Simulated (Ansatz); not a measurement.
# C₂H₅AlO: small, medium and large basis sets

Aim: see how fast density functionals converge with the basis set for C₂H₅AlO.

Computed with Ansatz 0.2.0, Gaussian basis. Level: one geometry, several basis sets.

Plan: PBE0-D4/def2-SVP; ωB97M-V/def2-SVP; PBE0-D4/def2-QZVPP; ωB97M-V/def2-QZVPP; the functionals' def2-TZVPP values are taken from earlier runs.

**1. The geometry**

An earlier PBE0-D4 in a triple-zeta def2 set relaxation fixed the geometry.

SMILES `O/C=[CH]\[AlH2]`, 9 atoms, charge 0, spin multiplicity 1.

Atoms are counted from 1 here; the program's logs count them from 0.

Bond lengths: O1–C2 1.341 Å, O1–H5 0.969 Å, C2–C3 1.345 Å, C2–H6 1.088 Å, C3–Al4 1.913 Å, C3–H7 1.087 Å, Al4–H8 1.601 Å, Al4–H9 1.582 Å. Angles: C2–O1–H5 109.4°, O1–C2–C3 127.2°, O1–C2–H6 109.5°, C3–C2–H6 123.3°, C2–C3–Al4 123.5°, C2–C3–H7 113.9°, Al4–C3–H7 122.5°, C3–Al4–H8 115.1°, C3–Al4–H9 124.2°, H8–Al4–H9 120.7°.

**2. PBE0-D4 in def2-SVP**

The input, in.yaml:

```yaml
crystal:
  periodic: [false, false, false]
  atoms:
    - {symbol: O, position_ang: [-0.118207, 1.665030, -0.840646]}
    - {symbol: C, position_ang: [0.517935, 1.185419, 0.237716]}
    - {symbol: C, position_ang: [0.492766, -0.076507, 0.700984]}
    - {symbol: Al, position_ang: [-0.499375, -1.487313, -0.127649]}
    - {symbol: H, position_ang: [-0.621216, 0.951695, -1.261743]}
    - {symbol: H, position_ang: [1.083706, 1.984972, 0.712333]}
    - {symbol: H, position_ang: [1.090077, -0.229629, 1.595990]}
    - {symbol: H, position_ang: [-1.316565, -1.062935, -1.437404]}
    - {symbol: H, position_ang: [-0.540521, -2.976832, 0.403319]}
basis:
  gaussian: {orbitals: def2-SVP}
hamiltonian: {xc: pbe0, dispersion: d4}
output: {orbitals: {seedname: orbitals}}
```

The run is started by

```sh
$ ansatz run in.yaml --threads 2 --pin off --events-out ev --progress --plain --max-ram 4352MiB
```

After this run come: ωB97M-V in def2-SVP; PBE0-D4 in def2-QZVPP; ωB97M-V in def2-QZVPP.

**Question.** What will the summary of the whole plan be? Wanted: PBE0-D4: double and triple zeta above quadruple; ωB97M-V: double and triple zeta above quadruple.

As calculated:

```
                                       quantity          value
PBE0-D4: double and triple zeta above quadruple  7.59, 0.44 eV
ωB97M-V: double and triple zeta above quadruple  7.75, 0.42 eV
```

In words: PBE0-D4 gains 7.15 eV from double to triple zeta, then 0.44 eV more. These are total energies; as a rule much of such shifts cancels in differences, which this series doesn't test.
